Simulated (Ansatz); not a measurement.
Predict the output of the script below (Ansatz 0.2.0, Python API).

Script `hull.py`:
```python
# -*- coding: utf-8 -*-
'''Convex hull of a few K-Rb phases, after relaxing cells and atoms.'''

from collections import Counter
import warnings

import ansatz as az
import numpy as np
from scipy.spatial import ConvexHull

PHASES = {
    'K3Rb Fm-3m': (
        [(0.0, 5.452105, 5.452105), (5.452105, 0.0, 5.452105), (5.452105, 5.452105, 0.0)],
        [
            ('K', (0.25, 0.25, 0.25)),
            ('K', (0.75, 0.75, 0.75)),
            ('K', (0.5, 0.5, 0.5)),
            ('Rb', (0.0, 0.0, 0.0)),
        ],
    ),
    'KRb3 Pm-3m': (
        [(7.141485, 0.0, 0.0), (0.0, 7.141485, 0.0), (0.0, 0.0, 7.141485)],
        [
            ('K', (0.0, 0.0, 0.0)),
            ('Rb', (0.0, 0.5, 0.5)),
            ('Rb', (0.5, 0.0, 0.5)),
            ('Rb', (0.5, 0.5, 0.0)),
        ],
    ),
    'K': (
        [(-2.6125, 2.6125, 2.6125), (2.6125, -2.6125, 2.6125), (2.6125, 2.6125, -2.6125)],
        [
            ('K', (0.0, 0.0, 0.0)),
        ],
    ),
    'Rb': (
        [(-2.8025, 2.8025, 2.8025), (2.8025, -2.8025, 2.8025), (2.8025, 2.8025, -2.8025)],
        [
            ('Rb', (0.0, 0.0, 0.0)),
        ],
    ),
}


def build(vectors, sites):
    crystal = az.Crystal(lattice=az.Lattice.of(vectors))
    for symbol, position in sites:
        crystal = crystal.atom(symbol, position)
    return crystal


def compute(name, crystal):
    calc = (
        crystal.calculation()
        .basis(37 * az.Ry)
        .functional('r2scan')
        .kpoints(spacing=0.33)
        .occupations('cold', width=0.1)
    )
    calc = calc.relax(force_tolerance=0.01, cell=True)
    return calc.run(threads=1, backend='cpu')


def counts(outcome):
    return Counter(site.symbol for site in outcome.lattice.sites)

def formation_energy(outcome, mu):
    n = counts(outcome)
    return (outcome.report['energy_sigma0_ev'] - sum(k * mu[element] for element, k in n.items())) / sum(n.values())


def main():
    warnings.simplefilter('ignore')

    phases = {name: build(*cell) for name, cell in PHASES.items()}

    done = {}
    for name, crystal in phases.items():
        done[name] = compute(name, crystal)
        print(f'{name}: {done[name].report["energy_sigma0_ev"]:.4f} eV, {len(done[name].lattice.sites)} atoms')

    # chemical potentials of the elements at zero temperature
    references = {'K': 'K', 'Rb': 'Rb'}
    mu = {element: done[name].report['energy_sigma0_ev'] / len(done[name].lattice.sites) for element, name in references.items()}
    points = sorted((counts(o)['Rb'] / len(o.lattice.sites), formation_energy(o, mu), name) for name, o in done.items())

    xy = np.array([(x, e) for x, e, _ in points] + [(0.5, 10.0)])
    hull = sorted(tuple(xy[i]) for i in ConvexHull(xy).vertices if xy[i, 1] < 5)
    rows = [(name, x, e, e - np.interp(x, *zip(*hull))) for x, e, name in points]
    print('| phase | x(Rb) | E_form (eV/atom) | above hull (eV/atom) |')
    print('| --- | --- | --- | --- |')
    for row in rows:
        print(f'| {row[0]} | {row[1]:.3f} | {row[2]:.4f} | {row[3]:.4f} |')
    print('on the hull of these phases:', ', '.join(row[0] for row in rows if row[3] < 1e-6))


if __name__ == '__main__':
    main()
```

```console
$ python hull.py
K3Rb Fm-3m: -7905.4162 eV, 4 atoms
KRb3 Pm-3m: -11376.3310 eV, 4 atoms
K: -1542.4560 eV, 1 atoms
Rb: -3277.9967 eV, 1 atoms
| phase | x(Rb) | E_form (eV/atom) | above hull (eV/atom) |
| --- | --- | --- | --- |
| K | 0.000 | 0.0000 | 0.0000 |
| K3Rb Fm-3m | 0.250 | -0.0129 | 0.0000 |
| KRb3 Pm-3m | 0.750 | 0.0288 | 0.0331 |
| Rb | 1.000 | 0.0000 | 0.0000 |
on the hull of these phases: K, K3Rb Fm-3m, Rb
```

Notes:
- Absolute energies stand on the zero of these potentials, so only differences at equal settings mean something.
- For the metals among these phases the mesh is modest: differences between phases can be off by up to 40 meV an atom.
- The cells come from databases of deposited and of computed structures, and not all need be stable phases.
- Differences under about 40 meV an atom lie within the error of mesh and functional, so such verdicts may flip; only the cells listed enter the hull.
- It ran for 46 s on 1 thread of Arm Neoverse V2, on a shared host, peak memory 1.5 GiB.

(A comment or docstring line of the script was reworded after the run, the code is as it ran.)
